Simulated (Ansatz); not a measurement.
# C2H8BClGe: the cost of one run

Program: Ansatz 0.2.0. Level of theory: RKS revPBE-D4/def2-SVP. These are calculated values, not measurements.

## Step 1: The structure to begin with

Bond lengths: B1–C2 1.540 Å, C2–C3 1.510 Å, C2–Ge4 1.988 Å, Ge4–Cl5 2.176 Å, B1–H6 1.232 Å, B1–H7 1.177 Å, C2–H8 1.130 Å, C3–H9 1.144 Å, C3–H10 1.098 Å, C3–H11 1.141 Å, Ge4–H12 1.594 Å, Ge4–H13 1.429 Å. Angles (14 of 21 angles, heavy atoms first): B1–C2–C3 109.0°, B1–C2–Ge4 112.7°, C3–C2–Ge4 110.2°, C2–Ge4–Cl5 108.2°, B1–C2–H8 109.9°, C3–C2–H8 109.9°, Ge4–C2–H8 105.0°, C2–B1–H6 120.8°, C2–B1–H7 122.1°, C2–C3–H9 113.1°, C2–C3–H10 113.1°, C2–C3–H11 110.0°, C2–Ge4–H12 106.7°, C2–Ge4–H13 111.8°.

As a file:

```xyz
13

B    -1.4021   -0.4268   -0.7359
C     0.0855   -0.3846   -0.3394
C     0.2790   -1.1754    0.9318
Ge    0.7641    1.4695   -0.1053
Cl    0.5066    2.5289   -1.9889
H    -2.2605    0.0913   -0.0198
H    -1.7605   -0.8319   -1.7817
H     0.7167   -0.8249   -1.1665
H    -0.2515   -0.7136    1.8335
H    -0.0098   -2.2299    0.8316
H     1.3819   -1.1790    1.2252
H    -0.1545    2.1565    1.0020
H     2.1254    1.4851    0.3284
```

## Step 2: Relaxing end A

File input.yaml:

```yaml
crystal:
  periodic: [false, false, false]
  atoms:
    - { symbol: B, position_ang: [-1.4021, -0.4268, -0.7359] }
    - { symbol: C, position_ang: [0.0855, -0.3846, -0.3394] }
    - { symbol: C, position_ang: [0.279, -1.1754, 0.9318] }
    - { symbol: Ge, position_ang: [0.7641, 1.4695, -0.1053] }
    - { symbol: Cl, position_ang: [0.5066, 2.5289, -1.9889] }
    - { symbol: H, position_ang: [-2.2605, 0.0913, -0.0198] }
    - { symbol: H, position_ang: [-1.7605, -0.8319, -1.7817] }
    - { symbol: H, position_ang: [0.7167, -0.8249, -1.1665] }
    - { symbol: H, position_ang: [-0.2515, -0.7136, 1.8335] }
    - { symbol: H, position_ang: [-0.0098, -2.2299, 0.8316] }
    - { symbol: H, position_ang: [1.3819, -1.179, 1.2252] }
    - { symbol: H, position_ang: [-0.1545, 2.1565, 1.002] }
    - { symbol: H, position_ang: [2.1254, 1.4851, 0.3284] }
basis:
  gaussian: { orbitals: def2-SVP }
hamiltonian:
  xc: revpbe
  dispersion: d4
relax:
  f_tol: 0.015
  max_steps: 40
```

On the command line:

```
$ ansatz run input.yaml --threads 2 --pin off --max-ram 3072MiB --backend cpu --events-out ev --progress --plain --runs-dir out
```

What time and memory should one allow on 2 threads of Arm Neoverse V2, shared host?

About 78 s, with a peak of 0.19 GiB.
